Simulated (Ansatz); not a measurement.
Working through a scan of one input key of YbSi₂Au₂, space group I4/mmm

Program: Ansatz 0.2.0 through its Python package.

Run as a notebook:

In [1]:
```python
import ansatz as az
import numpy as np
```

In [2]:
```python
vectors = np.array([
    [-2.1435, 2.1435, 5.025],
    [2.1435, -2.1435, 5.025],
    [2.1435, 2.1435, -5.025],
])
xtal = (
    az.Lattice.of(vectors)
    .atom("Yb", (0.0, 0.0, 0.0))
    .atom("Si", (0.375, 0.375, 0.0))
    .atom("Si", (0.625, 0.625, 0.0))
    .atom("Au", (0.75, 0.25, 0.5))
    .atom("Au", (0.25, 0.75, 0.5))
)
```

In [3]:
```python
calculation = xtal.calculation()
calculation = calculation.kpoints(8).functional(az.Functional.PBESOL)
calculation = calculation.occupations("fermi_dirac", width=0.1)
calculation = calculation.band_table()
typed = calculation.input()
rows = []
for value in [4, 6, 9]:
    edited = typed.set(az.key.basis.ecutrho_ratio, value)
    rep = az.Session.from_dict(edited).plan().execute().report
    rows.append((value, rep["free_energy_ev"], rep["n_iterations"], len(rep["eigenvalues_ev"][0]) if "eigenvalues_ev" in rep else 0))
for row in rows:
    print("; ".join(f"{name} = {round(v, 4) if isinstance(v, float) else v}" for name, v in zip(["density ratio", "F eV", "iterations", "bands listed"], row)))
```
```text
DeckWarning: basis.ecutwfc = 420 eV, auto-derived from the records' recommended cutoffs: set by Yb (normal level)
density ratio = 4; F eV = -40936.4088; iterations = 9; bands listed = 42
density ratio = 6; F eV = -40936.4086; iterations = 9; bands listed = 42
density ratio = 9; F eV = -40936.4086; iterations = 9; bands listed = 42
```

What to keep in mind:
- Absolute energies stand on the zero of these potentials, so only differences at equal settings mean something. A total without «per atom» is that of the whole cell that was run.
- Semilocal functionals put the nearly full 4f shell of Yb too close to the Fermi level.
- Of the deposited cell: the entry's cell lengths or inner coordinates differ somewhat from later room-temperature determinations.
- Spin-orbit coupling, which matters for elements this heavy, is left out.
- The structure is a deposited one; some such entries were measured under pressure or heat, so a shift against it needn't be the functional's error alone.
- Warnings are shown shortened and without file and line.
- Run time: 30 s on 1 thread of Arm Neoverse V2 (shared host), peak memory 0.66 GiB.
